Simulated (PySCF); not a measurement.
# C₂H₅Al₂BrCl₂: electronic excitations

Aim: predict the electronic excitations of C₂H₅Al₂BrCl₂ (`C=[CH][Al-]1([Br])[Cl+][AlH2-][Cl+]1`).

Programs: PySCF 2.14.0, with density-fitted response routines of our own. Each step states its level of theory. These are calculated values for one molecule in the gas phase, unless marked as measured. Atoms count from 0, in the outputs and in this text.

## (1) The molecule as given

12 atoms, charge 0, multiplicity 1; geometry from: GFN2-xTB.

Bonds of the start (Å): C0–C1 1.33, C1–Al2 1.97, Al2–Br3 2.25, Al2–Cl4 2.24, Cl4–Al5 2.18, Al5–Cl6 2.18, Cl6–Al2 2.24, C0–H7 1.08, C0–H8 1.09, C1–H9 1.09, Al5–H10 1.54, Al5–H11 1.54.

## (2) Excited states and response: wB97X-D/def2-SVPD

What the job is given:

```
{"job": {"kind": "uv", "xc": "wB97X-D", "basis": "def2-SVPD", "nstates": 8, "ntriplets": 3}, "charge": 0, "multiplicity": 1}
C     -0.494015    -0.324505     2.093984
C     -0.993137     0.767593     1.512033
Al    -0.568788     1.163671    -0.370853
Br    -1.284495     2.931946    -1.563991
Cl     1.638434     0.866696    -0.602137
Al     1.297563    -1.124832    -1.420657
Cl    -0.846744    -0.742496    -1.507671
H     -0.688315    -0.595925     3.122546
H      0.147356    -1.010536     1.544711
H     -1.626348     1.402198     2.130462
H      1.584890    -2.181409    -0.335417
H      1.834797    -1.153088    -2.864317
```

Level: TDDFT wB97X-D/def2-SVPD, vertical, gas phase, core orbitals frozen in the response.

The run is started by

```bash
$ OMP_NUM_THREADS=1 python probes_run.py task.json out
```

The driver reads the jobs from task.json and runs them one after another.

What will the session give for the following? lowest singlet (wB97X-D/def2-SVPD); brightest single state of those computed; lowest triplet; surface potential, 1st and 99th percentile. Wanted: lowest singlet; brightest single state of those computed; lowest triplet; surface potential, 1st and 99th percentile.

As calculated:

```
                                quantity                        value
      lowest singlet (wB97X-D/def2-SVPD)  6.08 eV (204 nm), f = 0.002
brightest single state of those computed  state 2, 6.71 eV, f = 0.229
                          lowest triplet                      4.26 eV
   surface potential, 1st and 99th percentile           -0.41 V and 2.07 V
```

In words: The lowest singlet, at 6.08 eV, is HOMO−1→LUMO 0.62, HOMO−4→LUMO 0.17 and is weak; of the 8 states computed, the strongest absorption comes from state 2 at 6.71 eV. The lowest triplet lies 1.82 eV below the lowest singlet (triplets in Tamm-Dancoff, singlets in full TDDFT).
